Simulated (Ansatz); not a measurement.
# Sc7W: the cost of one run

Program: Ansatz 0.2.0. Level of theory: DFT PBE, scalar-relativistic, plane waves, PAW, unless a step names another level. These are calculated values, not measurements.

14 further runs of the same task are left out: 1 that didn't finish, 13 set aside as unsound or not needed. Runs told in other sessions of the task aren't counted.

### 1 Plan

Pauling electronegativities: Sc 1.36, W 2.36 (spread 1.00). It is an alloy, so charge balance gives no guide. Tabulated atomic sizes suggest about 17 Å³/atom. 25 candidates were drawn, by swapping species into database cells of other compounds, at random by space group and Wyckoff sites, or by hand, as the table says:

```
name                                         made from  space group no.                        Wyckoff sites  atoms (primitive cell)  V (Å³/atom)
 c01                            database cell of CaMg7              187                  Sc 3k, 3j, 1e; W 1b                       8         24.4
 c02                                            random              191                      Sc 6m, 1a; W 1b                       8         19.3
 c03                                            random              216                     Sc 24f, 4a; W 4c                       8         21.0
 c04    built by hand: segregated hcp stack, W bilayer              164  Sc 2d, 2d, 2d, 2d, 2d, 2d, 2d; W 2d                      16         22.6
 c05                                            random              166                     Sc 18f, 3a; W 3b                       8         21.2
 c06                                            random              217                      Sc 8c, 6b; W 2a                       8         18.1
 c07                            database cell of Mg7Cu              187                  Sc 3j, 3k, 1b; W 1e                       8         23.2
 c08                                            random              200                      Sc 6g, 1a; W 1b                       8         22.5
 c09                                            random              139                  Sc 8i, 4d, 2a; W 2b                       8         17.8
 c10     built by hand: layered hcp stack, W monolayer              187              Sc 2h, 2g, 2h, 1b; W 1a                       8         22.6
 c11              built by hand: bcc 2x2x2 ordered 7:1              229                      Sc 8c, 6b; W 2a                       8         22.5
 c12                            database cell of LiMg7              187                  Sc 3k, 3j, 1c; W 1f                       8         24.4
 c13  built by hand: hcp-Sc 2x2x1 ordered substitution              187                  Sc 3j, 3k, 1f; W 1a                       8         22.5
 c14                            database cell of Mg7Sn              187                  Sc 3j, 3k, 1d; W 1a                       8         22.3
 c15                                            random              225                     Sc 24d, 4a; W 4b                       8         22.2
 c16                            database cell of Si7Ge              215                      Sc 4e, 3c; W 1a                       8         23.8
 c17                                            random              221                  Sc 1b, 3d, 3c; W 1a                       8         22.2
 c18                              built by hand: Ca7Ge              225                     Sc 4b, 24d; W 4a                       8         22.5
 c19                                            random              225                     Sc 24e, 4a; W 4b                       8         22.2
 c20                            database cell of Zn7Mo              225                     Sc 24d, 4b; W 4a                       8         17.4
 c21                                            random              164                      Sc 6i, 1b; W 1a                       8         18.2
 c22                                            random              229                      Sc 8c, 6b; W 2a                       8         21.0
 c23                                            random              191                  Sc 4h, 2e, 1b; W 1a                       8         22.2
 c24                                            random              191                  Sc 3g, 3f, 1b; W 1a                       8         18.3
 c25                            database cell of Mg7Ga              187                  Sc 3j, 3k, 1f; W 1a                       8         22.8
```

### 2 Screening run of c04

Contents of input.yaml:

```yaml
crystal:
  lattice:
    - [3.2, 0.0, 0.0]
    - [-1.6, 2.77128129, 0.0]
    - [0.0, 0.0, 40.8]
  atoms:
    - { symbol: Sc, position: [0.33333333, 0.66666667, 0.90625] }
    - { symbol: Sc, position: [0.66666667, 0.33333333, 0.84375] }
    - { symbol: Sc, position: [0.33333333, 0.66666667, 0.78125] }
    - { symbol: Sc, position: [0.66666667, 0.33333333, 0.71875] }
    - { symbol: Sc, position: [0.33333333, 0.66666667, 0.53125] }
    - { symbol: Sc, position: [0.66666667, 0.33333333, 0.46875] }
    - { symbol: Sc, position: [0.33333333, 0.66666667, 0.28125] }
    - { symbol: Sc, position: [0.66666667, 0.33333333, 0.34375] }
    - { symbol: Sc, position: [0.33333333, 0.66666667, 0.15625] }
    - { symbol: Sc, position: [0.66666667, 0.33333333, 0.21875] }
    - { symbol: Sc, position: [0.66666667, 0.33333333, 0.09375] }
    - { symbol: Sc, position: [0.33333333, 0.66666667, 0.40625] }
    - { symbol: Sc, position: [0.66666667, 0.33333333, 0.59375] }
    - { symbol: Sc, position: [0.33333333, 0.66666667, 0.65625] }
    - { symbol: W, position: [0.33333333, 0.66666667, 0.03125] }
    - { symbol: W, position: [0.66666667, 0.33333333, 0.96875] }
basis:
  ecutwfc: 420
kpoints:
  mp_grid: { grid: [6, 6, 1] }
hamiltonian:
  xc: pbe
scf:
  occupations: { method: gaussian, width: 0.2 }
  lower_state_search: "off"
output:
  forces: true
  stress: true
  eigenvalues: true
relax:
  adjacent_minimum: "off"
  f_tol: 0.08
  max_steps: 16
  cell: { stress_tol: 0.8 }
```

Launch:

```console
$ ansatz run input.yaml --threads 1 --pin off --max-ram 2560MiB --backend cpu --events-out ev --progress --plain --runs-dir out
```

What time and memory should one allow on 1 thread of Intel Xeon 6975P-C (Granite Rapids), shared host?

About 2 min, with a peak of 0.83 GiB.
